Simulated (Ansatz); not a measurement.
# CH5SeSi, SMILES C[Se][SiH2]: a ladder of basis sets

With the Python package of Ansatz (0.2.0).

Run as a notebook:

```python
import ansatz
```

```python
XC = "B3LYP"
DISPERSION = "d4"
```

```python
GEOMETRY = """
C    -0.80830    0.96830   -0.33010
Se    0.68770    0.87250    0.82910
Si    1.14110   -1.22340    0.05920
H    -1.51430    0.22590   -0.10160
H    -0.53740    0.91220   -1.41880
H    -1.33750    2.01790   -0.19560
H     2.39010   -1.73350    0.77430
H     0.07070   -2.09700    0.32770
"""
```

```python
mol = ansatz.Crystal.molecule()
for line in GEOMETRY.strip().splitlines():
    symbol, *xyz = line.split()
    mol = mol.atom(symbol, [float(v) for v in xyz])
```

```python
model = mol.calculation().functional(XC, dispersion=DISPERSION).spin("collinear", total=1)
```

```python
energies = {}
for basis in ["cc-pVDZ", "cc-pVTZ"]:
    r = model.basis(gaussian=basis).run(threads=1, pin="off").report
    size = r["n_frozen"] + r["n_occupied"][0] + r["n_virtual"][0]
    energies[basis] = (r["reference_energy_ev"] / 27.211386246, r["free_energy_ev"] / 27.211386246)
    print(f"{basis:14s} {size:4d} orbitals  reference {energies[basis][0]:14.6f} Ha  total {energies[basis][1]:14.6f} Ha")
```

    cc-pVDZ          84 orbitals  reference   -2732.141499 Ha  total   -2732.152407 Ha
    cc-pVTZ         177 orbitals  reference   -2732.249001 Ha  total   -2732.259909 Ha

```python
last = energies["cc-pVTZ"][1]
for basis, (_, total) in energies.items():
    print(f"{basis:14s} lies {27.211386 * (total - last):9.4f} eV above cc-pVTZ")
```

    cc-pVDZ        lies    2.9253 eV above cc-pVTZ
    cc-pVTZ        lies    0.0000 eV above cc-pVTZ

Against cc-pVDZ: cc-pVTZ -107.5 mHa. The last step alone is -107.50 mHa. From the first set to the last the time grows from 6.8 to 14.9 s.

What to keep in mind:
- The drop along the ladder measures the basis error, and is no property of the molecule.
- The geometry is a force-field or estimated start, not a minimum of this method, and the last set is no limit. Much of the fall in a total is atomic energy, which cancels in bond and reaction energies.
- The run takes the species as open-shell (spin multiplicity 2), which needn't be its ground state.
- Total less reference energy is the dispersion correction.
- b3lyp holds the VWN-RPA fit, as in Gaussian; the form of ORCA and Turbomole is b3lyp5.
- For Al to Cl the sets with a tight d function, cc-pV(X+d)Z, are usual.
- Run time: 22 s on 1 thread of Arm Neoverse V1, on a shared host, peak memory 0.56 GiB.
